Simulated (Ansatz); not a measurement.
**CH₂InN: taking an electron away**

Aim: the vertical ionisation energy of CH₂InN, as cation minus neutral at the neutral's geometry, on several levels, and how well −ε(HOMO) stands in for it.

Computed with Ansatz 0.2.0, Gaussian basis. Level: unrestricted cation, the program's frozen cores in correlated methods.

Plan: UKS PBE-D4/def2-TZVPP; UKS r2SCAN-D4/def2-TZVPP; UKS PBE0-D4/def2-TZVPP; UKS B3LYP-D4/def2-TZVPP; UKS wB97X-V/def2-TZVPP; UKS wB97M-V/def2-TZVPP; UKS B2PLYP/def2-TZVPP; UHF-CCSD(T)/def2-TZVPP; UHF-MP2/def2-QZVPP; extrapolation to the limit; then −ε(HOMO) from the neutral's earlier runs with LDA (SPW92), PBE-D4, revPBE-D4, BLYP-D4, r2SCAN-D4, B97M-V, PBE0-D4, B3LYP-D4, r2SCANh-D4, r2SCAN0-D4, HSE06-D4, BHLYP-D4, CAM-B3LYP-D4, LC-ωPBE, ωB97X-V, ωB97M-V.

**1. The relaxed structure**

All runs share one geometry, relaxed beforehand with PBE0-D4 in a triple-zeta def2 set. In takes the def2 core potential; no spin-orbit term is included.

SMILES `N#[C][InH2]`, 5 atoms, charge 0, spin multiplicity 1.

Atoms are counted from 1 here; the program's logs count them from 0.

Bond lengths: N1–C2 1.154 Å, C2–In3 2.136 Å, In3–H4 1.704 Å, In3–H5 1.704 Å. Angles: N1–C2–In3 180.0°, C2–In3–H4 114.4°, C2–In3–H5 114.3°, H4–In3–H5 131.3°.

**2. Cation, UKS PBE-D4/def2-TZVPP**

Contents of in.yaml:

```yaml
crystal:
  periodic: [false, false, false]
  atoms:
    - {symbol: N, position_ang: [0.144884, -1.912489, 1.591998]}
    - {symbol: C, position_ang: [0.082211, -1.031395, 0.848949]}
    - {symbol: In, position_ang: [-0.033642, 0.599255, -0.526007]}
    - {symbol: H, position_ang: [-1.022762, 0.305970, -1.881895]}
    - {symbol: H, position_ang: [0.879309, 1.965059, -0.074446]}
basis:
  gaussian: {orbitals: def2-TZVPP}
total_charge: 1
magnetization: {spin_polarized: true, initial_magnetization: 1}
hamiltonian: {xc: pbe, dispersion: d4}
```

What it wrote:

```text
Functional definition: PBE
  name "PBE"
  cite "Perdew, Burke & Ernzerhof, Phys. Rev. Lett. 77, 3865 (1996) doi:10.1103/PhysRevLett.77.3865"
  parent pbe
  parameter kappa = 0.804
  parameter beta = 0.06672455060314922
  exchange = pbe_x(kappa = kappa, mu = beta*pi^2/3)
  correlation = pbe_c(beta = beta)
841 factors; their error is unknown
mean field evaluation 1: about -7693.8362 eV, gradient 7.0e1 eV
mean field evaluation 2: about -7366.1891 eV, gradient 1.7e2 eV
mean field evaluation 4: about -7713.8937 eV, gradient 2.7e1 eV
mean field evaluation 8: about -7719.2295 eV, gradient 1.4e0 eV
mean field evaluation 16: about -7719.2324 eV, gradient 3.1e-4 eV
mean field evaluation 32: about -7719.2324 eV, gradient 2.1e-5 eV
mean field evaluation 64: about -7718.3309 eV, gradient 8.6e0 eV
mean field evaluation 96: about -7719.1198 eV, gradient 1.1e0 eV
mean field -7719.23237730 eV, -283.6765575820 hartree, gradient 5.0e-6 eV, S^2 0.758296; 7 other end points of the search recorded, 0 dependent functions left out
reference -7719.23241433 eV, -283.6765589429 hartree; 18, 17 occupied and 122, 123 virtual orbitals, 841 factors
Total energy: -7719.29520468 eV, -283.6788664458 hartree
```

Run time: 14 s. Hardware: 2 threads, shared host; peak memory 0.32 GiB.

The neutral molecule at this level: -7730.0958 eV. Difference: 10.801 eV. ⟨S²⟩ = 0.758.

**3. Cation, UKS r2SCAN-D4/def2-TZVPP**

Changes to in.yaml since step 2:

```diff
@@ -12,2 +12,2 @@
 magnetization: {spin_polarized: true, initial_magnetization: 1}
-hamiltonian: {xc: pbe, dispersion: d4}
+hamiltonian: {xc: r2scan, dispersion: d4}
```

What it wrote:

```text
Functional definition: r2SCAN
  name "r2SCAN"
  cite "Furness, Kaplan, Ning, Perdew & Sun, J. Phys. Chem. Lett. 11, 8208 (2020) doi:10.1021/acs.jpclett.0c02405"
  cite "Furness, Kaplan, Ning, Perdew & Sun, J. Phys. Chem. Lett. 11, 9248 (2020) doi:10.1021/acs.jpclett.0c03077"
  parent r2scan
  parameter k0 = 0.174
  parameter k1 = 0.065
  parameter a1 = 4.9479
  exchange = r2scan_x(k0 = k0, k1 = k1, a1 = a1)
  correlation = r2scan_c
841 factors; their error is unknown
mean field evaluation 1: about -7703.7149 eV, gradient 6.1e1 eV
mean field evaluation 2: about -7431.3398 eV, gradient 1.5e2 eV
mean field evaluation 4: about -7719.1544 eV, gradient 2.2e1 eV
mean field evaluation 8: about -7722.6308 eV, gradient 1.3e0 eV
mean field evaluation 16: about -7722.6419 eV, gradient 3.9e-3 eV
mean field evaluation 32: about -7722.6419 eV, gradient 1.8e-5 eV
mean field evaluation 64: about -7722.5180 eV, gradient 3.8e0 eV
mean field -7722.64190009 eV, -283.8018552337 hartree, gradient 2.3e-6 eV, S^2 0.768134; 7 other end points of the search recorded, 0 dependent functions left out
reference -7722.64191117 eV, -283.8018556410 hartree; 18, 17 occupied and 122, 123 virtual orbitals, 841 factors
Total energy: -7722.65560154 eV, -283.8023587526 hartree
```

It took 13 s on 2 threads, shared host; peak memory 0.35 GiB.

Less the neutral's -7733.5912 eV (earlier run), this gives 10.936 eV. ⟨S²⟩ = 0.768.

**4. Cation, UKS PBE0-D4/def2-TZVPP**

Changes to in.yaml since step 3:

```diff
@@ -12,2 +12,2 @@
 magnetization: {spin_polarized: true, initial_magnetization: 1}
-hamiltonian: {xc: r2scan, dispersion: d4}
+hamiltonian: {xc: pbe0, dispersion: d4}
```

What it wrote:

```text
Functional definition: PBE0
  name "PBE0"
  cite "Adamo & Barone, J. Chem. Phys. 110, 6158 (1999) doi:10.1063/1.478522"
  cite "Perdew, Burke & Ernzerhof, Phys. Rev. Lett. 77, 3865 (1996) doi:10.1103/PhysRevLett.77.3865"
  parent pbe
  parameter a = 0.25
  parameter kappa = 0.804
  parameter beta = 0.06672455060314922
  exchange = (1 - a)*pbe_x(kappa = kappa, mu = beta*pi^2/3) + a*exact_x
  correlation = pbe_c(beta = beta)
934 factors; their error is unknown
mean field evaluation 1: about -7703.0534 eV, gradient 5.6e1 eV
mean field evaluation 2: about -7475.3749 eV, gradient 1.4e2 eV
mean field evaluation 4: about -7718.6646 eV, gradient 5.4e0 eV
mean field evaluation 8: about -7718.8287 eV, gradient 4.7e-1 eV
mean field evaluation 16: about -7718.8841 eV, gradient 3.5e-3 eV
mean field evaluation 32: about -7718.3907 eV, gradient 6.5e0 eV
mean field -7718.88412475 eV, -283.6637595370 hartree, gradient 1.2e-5 eV, S^2 0.772033; 4 other end points of the search recorded, 0 dependent functions left out
reference -7718.88415103 eV, -283.6637605028 hartree; 18, 17 occupied and 122, 123 virtual orbitals, 934 factors
Total energy: -7718.93720088 eV, -283.6657100488 hartree
```

Wall time 7.5 s (2 threads, shared host); peak memory 0.45 GiB.

The neutral molecule at this level: -7730.0808 eV. Difference: 11.144 eV. ⟨S²⟩ = 0.772.

**5. Cation, UKS B3LYP-D4/def2-TZVPP**

Changes to in.yaml since step 4:

```diff
@@ -12,2 +12,2 @@
 magnetization: {spin_polarized: true, initial_magnetization: 1}
-hamiltonian: {xc: pbe0, dispersion: d4}
+hamiltonian: {xc: {name: B3LYP}, dispersion: d4}
```

What it wrote:

```text
Functional definition: B3LYP
  name "B3LYP"
  cite "Stephens, Devlin, Chabalowski & Frisch, J. Phys. Chem. 98, 11623 (1994) doi:10.1021/j100096a001"
  cite "Becke, Phys. Rev. A 38, 3098 (1988) doi:10.1103/PhysRevA.38.3098"
  cite "Lee, Yang & Parr, Phys. Rev. B 37, 785 (1988) doi:10.1103/PhysRevB.37.785"
  cite "Vosko, Wilk & Nusair, Can. J. Phys. 58, 1200 (1980) doi:10.1139/p80-159"
  parameter a0 = 0.2
  parameter ax = 0.72
  parameter ac = 0.81
  exchange = (1 - a0 - ax)*slater_x + ax*b88_x + a0*exact_x
  correlation = (1 - ac)*vwn_rpa_c + ac*lyp_c
918 factors; their error is unknown
mean field evaluation 1: about -7706.1362 eV, gradient 6.0e1 eV
mean field evaluation 2: about -7458.9470 eV, gradient 1.4e2 eV
mean field evaluation 4: about -7723.3439 eV, gradient 1.1e1 eV
mean field evaluation 8: about -7723.9712 eV, gradient 1.6e-1 eV
mean field evaluation 16: about -7724.0129 eV, gradient 2.5e-3 eV
mean field evaluation 32: about -7723.8931 eV, gradient 1.1e0 eV
mean field -7724.01285927 eV, -283.8522370542 hartree, gradient 1.9e-5 eV, S^2 0.768267; 4 other end points of the search recorded, 0 dependent functions left out
reference -7724.01309189 eV, -283.8522456027 hartree; 18, 17 occupied and 122, 123 virtual orbitals, 918 factors
Total energy: -7724.11665579 eV, -283.8560515059 hartree
```

Run time: 7 s. Hardware: 2 threads, shared host; peak memory 0.46 GiB.

The neutral molecule at this level: -7735.2544 eV. Difference: 11.138 eV. ⟨S²⟩ = 0.768.

**6. Cation, UKS wB97X-V/def2-TZVPP**

Changes to in.yaml since step 5:

```diff
@@ -12,2 +12,2 @@
 magnetization: {spin_polarized: true, initial_magnetization: 1}
-hamiltonian: {xc: {name: B3LYP}, dispersion: d4}
+hamiltonian: {xc: {name: wB97X-V}}
```

What it wrote:

```text
Functional definition: wB97X-V
  name "wB97X-V"
  cite "Mardirossian & Head-Gordon, Phys. Chem. Chem. Phys. 16, 9904 (2014) doi:10.1039/C3CP54374A"
  cite "Becke, J. Chem. Phys. 107, 8554 (1997) doi:10.1063/1.475007"
  cite "Vydrov & Van Voorhis, J. Chem. Phys. 133, 244103 (2010) doi:10.1063/1.3521275"
  parameter omega = 0.3/bohr
  parameter cx = 0.167
  parameter cx1 = 0.603
  parameter cx2 = 1.194
  parameter css0 = 0.556
  parameter css1 = -0.257
  parameter cos0 = 1.219
  parameter cos1 = -1.850
  parameter b = 6.0
  parameter c = 0.01
  exchange = spin_sum(e_x_unif_sr(omega)*poly(b97_u_x, 1 - cx, cx1, cx2)) + cx*exact_x_sr(omega) + exact_x_lr(omega)
  correlation = spin_sum(e_c_pw_same_spin*poly(b97_u_same, css0, css1))
      + integral(e_c_pw_opposite_spin*poly(b97_u_opposite, cos0, cos1)) + vv10(b, c)
905 factors; their error is unknown
198 factors; integrals over basis functions are off by at most 1.7e-5 eV
mean field evaluation 1: about -7707.8424 eV, gradient 5.0e1 eV
mean field evaluation 2: about -7634.5791 eV, gradient 1.1e2 eV
mean field evaluation 4: about -7719.7602 eV, gradient 8.0e0 eV
mean field evaluation 8: about -7720.1694 eV, gradient 6.5e-1 eV
mean field evaluation 16: about -7720.2595 eV, gradient 4.4e-2 eV
mean field evaluation 32: about -7720.2596 eV, gradient 3.2e-5 eV
mean field -7720.25963713 eV, -283.7143086847 hartree, gradient 1.7e-5 eV, S^2 0.783206; 6 other end points of the search recorded, 0 dependent functions left out
reference -7720.25963556 eV, -283.7143086270 hartree; 18, 17 occupied and 122, 123 virtual orbitals, 905 factors
Total energy: -7720.25963556 eV, -283.7143086270 hartree
```

It took 22 s on 2 threads, shared host; peak memory 0.59 GiB.

Less the neutral's -7731.8554 eV (earlier run), this gives 11.596 eV. ⟨S²⟩ = 0.783.

**7. Cation, UKS wB97M-V/def2-TZVPP**

Changes to in.yaml since step 6:

```diff
@@ -12,2 +12,2 @@
 magnetization: {spin_polarized: true, initial_magnetization: 1}
-hamiltonian: {xc: {name: wB97X-V}}
+hamiltonian: {xc: {name: wB97M-V}}
```

What it wrote:

```text
Functional definition: wB97M-V
  name "wB97M-V"
  cite "Mardirossian & Head-Gordon, J. Chem. Phys. 144, 214110 (2016) doi:10.1063/1.4952647"
  cite "Becke, J. Chem. Phys. 107, 8554 (1997) doi:10.1063/1.475007"
  cite "Vydrov & Van Voorhis, J. Chem. Phys. 133, 244103 (2010) doi:10.1063/1.3521275"
  # Of w^i u^j: cxij and so on, Table III.
  parameter omega = 0.3/bohr
  parameter cx = 0.15
  parameter cx01 = 1.007
  parameter cx10 = 0.259
  parameter css00 = 0.443
  parameter css04 = -1.437
  parameter css10 = -4.535
  parameter css20 = -3.390
  parameter css43 = 4.278
  parameter cos00 = 1.000
  parameter cos10 = 1.358
  parameter cos20 = 2.924
  parameter cos21 = -8.812
  parameter cos60 = -1.390
  parameter cos61 = 9.142
  parameter b = 6.0
  parameter c = 0.01
  gx(w, u) = 1 - cx + cx01*u + cx10*w
  gss(w, u) = css00 + css04*u^4 + css10*w + css20*w^2 + css43*w^4*u^3
  gos(w, u) = cos00 + cos10*w + (cos20 + cos21*u)*w^2 + (cos60 + cos61*u)*w^6
  exchange = spin_sum(e_x_unif_sr(omega)*gx(b97_w, b97_u_x)) + cx*exact_x_sr(omega) + exact_x_lr(omega)
  correlation = spin_sum(e_c_pw_mod_same_spin*gss(b97_w, b97_u_same))
      + integral(e_c_pw_mod_opposite_spin*gos(b97_w_opposite, b97_u_opposite)) + vv10(b, c)
877 factors; their error is unknown
198 factors; integrals over basis functions are off by at most 1.7e-5 eV
mean field evaluation 1: about -7706.6607 eV, gradient 5.0e1 eV
mean field evaluation 2: about -7622.3787 eV, gradient 1.1e2 eV
mean field evaluation 4: about -7718.9130 eV, gradient 8.2e0 eV
mean field evaluation 8: about -7719.3651 eV, gradient 7.8e-1 eV
mean field evaluation 16: about -7719.4605 eV, gradient 4.3e-2 eV
mean field evaluation 32: about -7719.4606 eV, gradient 2.0e-5 eV
mean field -7719.46056751 eV, -283.6849434177 hartree, gradient 2.0e-5 eV, S^2 0.776289; 6 other end points of the search recorded, 0 dependent functions left out
reference -7719.46060968 eV, -283.6849449672 hartree; 18, 17 occupied and 122, 123 virtual orbitals, 877 factors
Total energy: -7719.46060968 eV, -283.6849449672 hartree
```

Wall time 21 s (2 threads, shared host); peak memory 0.59 GiB.

The neutral molecule at this level: -7730.9850 eV. Difference: 11.524 eV. ⟨S²⟩ = 0.776.

**8. Cation, UKS B2PLYP (frozen core)/def2-TZVPP**

Changes to in.yaml since step 7:

```diff
@@ -12,2 +12,2 @@
 magnetization: {spin_polarized: true, initial_magnetization: 1}
-hamiltonian: {xc: {name: wB97M-V}}
+hamiltonian: {xc: {name: B2PLYP}}
```

What it wrote:

```text
Functional definition: B2PLYP
  name "B2PLYP"
  cite "Grimme, J. Chem. Phys. 124, 034108 (2006) doi:10.1063/1.2148954"
  cite "Becke, Phys. Rev. A 38, 3098 (1988) doi:10.1103/PhysRevA.38.3098"
  cite "Lee, Yang & Parr, Phys. Rev. B 37, 785 (1988) doi:10.1103/PhysRevB.37.785"
  parameter a = 0.53
  parameter c = 0.27
  exchange = (1 - a)*b88_x + a*exact_x
  correlation = (1 - c)*lyp_c + c*(mp2_os + mp2_ss)
1032 factors; integrals over basis functions are off by at most 7.7e-4 eV
mean field evaluation 1: about -7696.3424 eV, gradient 4.9e1 eV
mean field evaluation 2: about -7696.4662 eV, gradient 4.9e1 eV
mean field evaluation 4: about -7706.1112 eV, gradient 1.8e1 eV
mean field evaluation 8: about -7708.5995 eV, gradient 1.0e0 eV
mean field evaluation 16: about -7708.7037 eV, gradient 1.6e-1 eV
mean field evaluation 32: about -7708.7055 eV, gradient 2.0e-5 eV
mean field evaluation 64: about -7708.0759 eV, gradient 5.6e0 eV
mean field evaluation 96: about -7708.5586 eV, gradient 8.6e-1 eV
mean field -7708.70549831 eV, -283.2897019145 hartree, gradient 4.5e-6 eV, S^2 0.796879; 8 other end points of the search recorded, 0 dependent functions left out
6 core orbitals not correlated: weight in the atoms' cores, before any rotation towards them, 1.000 or more for the frozen orbitals, at most 0.000 for the correlated occupied ones
reference -7708.70564616 eV, -283.2897073481 hartree; 12, 11 occupied and 122, 123 virtual orbitals, 1032 factors
second order -19.85848729 eV of doubles, -0.00000000 eV of singles
Total energy: -7714.06743773 eV, -283.4867495538 hartree
```

Run time: 14 s. Hardware: 2 threads, shared host; peak memory 0.46 GiB.

The neutral molecule at this level: -7725.4475 eV. Difference: 11.380 eV. ⟨S²⟩ = 0.797.

**9. Cation, UHF-CCSD(T)/def2-TZVPP**

Changes to in.yaml since step 8:

```diff
@@ -12,2 +12,3 @@
 magnetization: {spin_polarized: true, initial_magnetization: 1}
-hamiltonian: {xc: {name: B2PLYP}}
+correlation: {method: ccsd_t}
+scf: {omitted_lower_state_checks: [cluster_reference]}
```

What it wrote:

```text
Functional definition: HF
  name "HF"
  cite "Fock, Z. Phys. 61, 126 (1930) doi:10.1007/BF01340294"
  parent pbe
  exchange = exact_x
  correlation = 0
these checks for a lower state are left out or cut short: cluster_reference
1032 factors; integrals over basis functions are off by at most 7.7e-4 eV
mean field evaluation 1: about -7672.9674 eV, gradient 3.9e1 eV
mean field evaluation 2: about -7672.9778 eV, gradient 3.9e1 eV
mean field evaluation 4: about -7680.1989 eV, gradient 1.5e1 eV
mean field evaluation 8: about -7681.7605 eV, gradient 3.7e-1 eV
mean field evaluation 16: about -7681.7796 eV, gradient 2.9e-1 eV
mean field evaluation 32: about -7681.5576 eV, gradient 3.2e0 eV
mean field evaluation 64: about -7682.2343 eV, gradient 3.2e-1 eV
mean field evaluation 96: about -7681.7479 eV, gradient 1.5e0 eV
mean field evaluation 128: about -7682.2735 eV, gradient 1.5e-1 eV
mean field -7682.27785977 eV, -282.3185041117 hartree, gradient 2.3e-6 eV, S^2 0.761137; 18 other end points of the search recorded, 0 dependent functions left out
6 core orbitals not correlated: weight in the atoms' cores, before any rotation towards them, 1.000 or more for the frozen orbitals, at most 0.000 for the correlated occupied ones
reference -7682.27785977 eV, -282.3185041117 hartree; 12, 11 occupied and 122, 123 virtual orbitals, 1032 factors
second order -14.91612552 eV of doubles, -0.00000000 eV of singles
cycle   1  -15.07961354 eV  change   -1.6e-1 eV  update   1.1e-1
cycle   2  -15.55383800 eV  change   -4.7e-1 eV  update   3.9e-2
cycle   3  -15.64388161 eV  change   -9.0e-2 eV  update   4.6e-2
cycle   4  -15.67894095 eV  change   -3.5e-2 eV  update   3.6e-2
cycle   5  -15.69879050 eV  change   -2.0e-2 eV  update   3.6e-2
cycle   6  -15.75823222 eV  change   -5.9e-2 eV  update   3.2e-2
cycle   7  -15.84161020 eV  change   -8.3e-2 eV  update   2.4e-2
cycle   8  -15.85674041 eV  change   -1.5e-2 eV  update   1.1e-2
cycle   9  -15.86923693 eV  change   -1.2e-2 eV  update   3.9e-3
cycle  10  -15.87315197 eV  change   -3.9e-3 eV  update   1.3e-3
cycle  11  -15.87075876 eV  change    2.4e-3 eV  update   6.1e-4
cycle  12  -15.87246096 eV  change   -1.7e-3 eV  update   3.3e-4
cycle  13  -15.87208077 eV  change    3.8e-4 eV  update   1.1e-4
cycle  14  -15.87202321 eV  change    5.8e-5 eV  update   5.1e-5
cycle  15  -15.87208649 eV  change   -6.3e-5 eV  update   2.2e-5
cycle  16  -15.87211520 eV  change   -2.9e-5 eV  update   7.9e-6
cycle  17  -15.87211076 eV  change    4.4e-6 eV  update   4.0e-6
perturbative correction -0.75102863 eV, -0.0275997929 hartree
Total energy: -7698.90099916 eV, -282.9293932165 hartree
Checks for a lower state left out: cluster_reference
```

It took 61 s on 2 threads, shared host; peak memory 2.1 GiB.

The neutral molecule at this level: -7710.5531 eV. Difference: 11.652 eV. ⟨S²⟩ = 0.761. T1 = 0.100 (report).

**10. Cation, UHF-MP2/def2-QZVPP**

Changes to in.yaml since step 9:

```diff
@@ -9,6 +9,6 @@
 basis:
-  gaussian: {orbitals: def2-TZVPP}
+  gaussian: {orbitals: "def2-QZVPP.json"}
 total_charge: 1
 magnetization: {spin_polarized: true, initial_magnetization: 1}
-correlation: {method: ccsd_t}
+correlation: {method: mp2}
 scf: {omitted_lower_state_checks: [cluster_reference]}
```

What it wrote:

```text
Functional definition: HF
  name "HF"
  cite "Fock, Z. Phys. 61, 126 (1930) doi:10.1007/BF01340294"
  parent pbe
  exchange = exact_x
  correlation = 0
these checks for a lower state are left out or cut short: cluster_reference
1582 factors; integrals over basis functions are off by at most 8.2e-4 eV
mean field evaluation 1: about -7672.7895 eV, gradient 4.0e1 eV
mean field evaluation 2: about -7672.7941 eV, gradient 4.0e1 eV
mean field evaluation 4: about -7680.2794 eV, gradient 1.5e1 eV
mean field evaluation 8: about -7681.8935 eV, gradient 4.4e-1 eV
mean field evaluation 16: about -7681.9159 eV, gradient 1.3e-1 eV
mean field evaluation 32: about -7681.9201 eV, gradient 1.4e-4 eV
mean field evaluation 64: about -7682.3692 eV, gradient 1.4e0 eV
mean field evaluation 96: about -7681.9270 eV, gradient 2.1e-1 eV
mean field evaluation 128: about -7682.3517 eV, gradient 2.0e0 eV
mean field evaluation 160: about -7682.4226 eV, gradient 1.1e-1 eV
mean field -7682.42275272 eV, -282.3238288294 hartree, gradient 2.5e-6 eV, S^2 0.761185; 20 other end points of the search recorded, 0 dependent functions left out
6 core orbitals not correlated: weight in the atoms' cores, before any rotation towards them, 1.000 or more for the frozen orbitals, at most 0.000 for the correlated occupied ones
reference -7682.42275272 eV, -282.3238288294 hartree; 12, 11 occupied and 238, 239 virtual orbitals, 1582 factors
second order -20.51635197 eV of doubles, -0.00000000 eV of singles
Total energy: -7702.93910470 eV, -283.0777908579 hartree
Checks for a lower state left out: cluster_reference
```

Wall time 62 s (2 threads, shared host); peak memory 0.78 GiB.

Less the neutral's -7715.4916 eV (earlier run), this gives 12.552 eV. ⟨S²⟩ = 0.761.

**11. From triple and quadruple zeta to the limit**

No new run: Hartree-Fock is extrapolated as exp(−7.88√X) and correlation as X^−2.97, with X = 3 and 4; only MP2 was run in the larger set, so CCSD(T) minus MP2 is added from the smaller one.

```tsv
level	energy at the limit (eV)
HF	-7682.4427
MP2	-7707.1074
CCSD	-7708.0634
CCSD(T)	-7708.8144
```

This is no true limit for total energies: MP2 correlation changes by a factor of 1.38 from triple to quadruple zeta (about 1.07 in light molecules), because outer-core shells are correlated in sets not made for them. Much of that cancels between molecule and atoms or ions.

The neutral's limit, from its own earlier runs, is -7720.6022 eV in the additive form (MP2 limit plus CCSD(T) minus MP2 in triple zeta), in which the cation has -7708.8144 eV.

**12. The ladder**

Differences are taken before rounding.

```tsv
method	ionisation energy (eV)	from CCSD(T)/def2-TZVPP (eV)	time
PBE-D4	10.80	-0.85	15 s
r2SCAN-D4	10.94	-0.72	15 s
PBE0-D4	11.14	-0.51	8.9 s
B3LYP-D4	11.14	-0.51	9 s
ωB97X-V	11.60	-0.06	25 s
ωB97M-V	11.52	-0.13	25 s
B2PLYP	11.38	-0.27	16 s
HF/def2-TZVPP	10.45	-1.20	
MP2/def2-TZVPP	12.48	+0.83	
CCSD/def2-TZVPP	11.69	+0.03	
CCSD(T)/def2-TZVPP	11.65	0	73 s
```

Among the levels timed on like hardware and quicker than the yardstick, those that no quicker one beats, quickest first: PBE0-D4 (8.9 s, -0.51 eV); B2PLYP (16 s, -0.27 eV); ωB97X-V (25 s, -0.06 eV).

Times add the cation's run and the neutral's; HF, MP2 and CCSD come out of the CCSD(T) runs.

Orbital estimates, from the neutral's runs:

```tsv
functional	−ε(HOMO) (eV)	by energy difference (eV)
LDA (SPW92)	7.92	
PBE-D4	7.77	10.80
revPBE-D4	7.72	
BLYP-D4	7.66	
r2SCAN-D4	8.06	10.94
B97M-V	8.07	
PBE0-D4	9.01	11.14
B3LYP-D4	8.80	11.14
r2SCANh-D4	8.52	
r2SCAN0-D4	9.20	
HSE06-D4	8.60	
BHLYP-D4	10.15	
CAM-B3LYP-D4	10.39	
LC-ωPBE	11.77	
ωB97X-V	11.39	11.60
ωB97M-V	11.22	11.52
```

**13. What came out**

| quantity | value |
| --- | --- |
| ionisation energy, CCSD(T)/def2-TZVPP | 11.65 eV |
| nearest functional by difference | ωB97X-V (-0.06 eV) |
| nearest −ε(HOMO) | LC-ωPBE (+0.12 eV) |
| −ε(HOMO) of PBE | 7.77 eV |
| T1 of the cation | 0.100 |

What this shows: Energy differences with functionals land within 0.85 eV of the reference. The PBE orbital energy is 3.9 eV too small: a semilocal HOMO is no ionisation energy. Among orbital estimates LC-ωPBE comes nearest. Hartree-Fock falls 1.20 eV short, as the neutral has more correlation energy than the cation. The cation's T1 (from the report) is 0.100, above the customary mark of 0.045 for open shells, so the coupled-cluster value is less safe. The cation may have settled in a state other than its lowest; no search over hole states beyond the program's own was made. Correlated methods include outer-core shells of In, which these sets cover unevenly. With outer-core shells in play the reference is unsure by up to some tenths of an eV, so close misses can't be ranked.

For cost: ωB97X-V gets within 0.06 eV in 25 s, where CCSD(T)/def2-TZVPP took 73 s; the quickest level in the cost chart, PBE0-D4, takes 8.9 s and misses by 0.51 eV.
